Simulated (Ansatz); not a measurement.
# Manganese, simple cubic under m-r²SCAN: structure, energy and stiffness

What does m-r²SCAN give for manganese in the simple cubic structure? We relax it, solve it on a dense k-mesh, then scale the cell to 7 volumes from 88 to 112 % of the relaxed one and try a fit of the equation of state. The start is ferromagnetic. The k-meshes are 13×13×13 for the relaxation; 23×23×23 for the dense run; 16×16×16 for the volumes.

Program: Ansatz 0.2.0. Level of theory: DFT m-r2SCAN, plane waves (500 eV) with PAW, scalar-relativistic; PAW files made under PBE, frozen cores solved again for the functional; m-r²SCAN is r²SCAN on the gauge-invariant kinetic-energy density. These are calculated values, not measurements.

### 1 Starting point

The structure is cubic, space group Pm-3m (No. 221). The conventional cell has a = 2.332 Å, b = 2.332 Å, c = 2.332 Å, α = 90.00°, β = 90.00°, γ = 90.00°. Mn (site symmetry m-3m) has 6 Mn at 2.33 Å as nearest neighbours.

Structure file:

```
Mn
1.0
     2.33246    0.00000    0.00000
     0.00000    2.33246    0.00000
     0.00000    0.00000    2.33246
Mn
1
Direct
  0.00000 0.00000 0.00000
```

Starting moments (μB): +3.

### 2 Geometry optimisation

The input, input.yaml:

```yaml
crystal:
  lattice:
    - [2.3324620846, 0.0, 0.0]
    - [0.0, 2.3324620846, 0.0]
    - [0.0, 0.0, 2.3324620846]
  atoms:
    - { symbol: Mn, position: [0.0, 0.0, 0.0], spin: 3.0 }
hamiltonian:
  xc: mr2scan
  pseudopotentials:
    kind: paw
    azcp:
      Mn: "pseudopotentials/Mn.paw.azcp"
basis:
  ecutwfc: 500
  fft_grid_basis: typed
kpoints:
  mp_grid: { grid: [13, 13, 13], shift: [0, 0, 0] }
magnetization:
  spin_polarized: true
scf:
  occupations: { method: fermi_dirac, width: 0.05 }
relax:
  max_steps: 60
  f_tol: 0.01
  cell: {}
```

Further steps of the session: Dense single point; Equation of state: 88 %; Equation of state: 92 %; Equation of state: 96 %; Equation of state: 100 %; Equation of state: 104 %; Equation of state: 108 %; Equation of state: 112 %.

Q: Predict the outcome of this session. Wanted: space group; conventional cell; volume; shortest distance; gap on the mesh; magnetic state; relative to alpha-Mn.

**Answer**, as computed:

```
                                     quantity                         value
               space group (spins left aside)               Pm-3m (No. 221)
                            conventional cell                   a = 2.258 Å
                                       volume                11.517 Å³/atom
                            shortest distance                       2.258 Å
                              gap on the mesh  none (levels filled in part)
                               magnetic state                  non-magnetic
relative to alpha-Mn (A12), antiferromagnetic                 +999 meV/atom
```

**Reading.** From the guessed start the volume shrank by 9.2 % in 6 steps. It lies 999 meV/atom above the element's reference form at the same level (alpha-Mn (A12), antiferromagnetic, from a run of its own); part of this is magnetic energy, as this run has no moments. The moments die out: the run ends non-magnetic. No gap shows: it is a metal or semimetal at this level. The symmetry was held, so the structure may be unstable against distortions that break it.
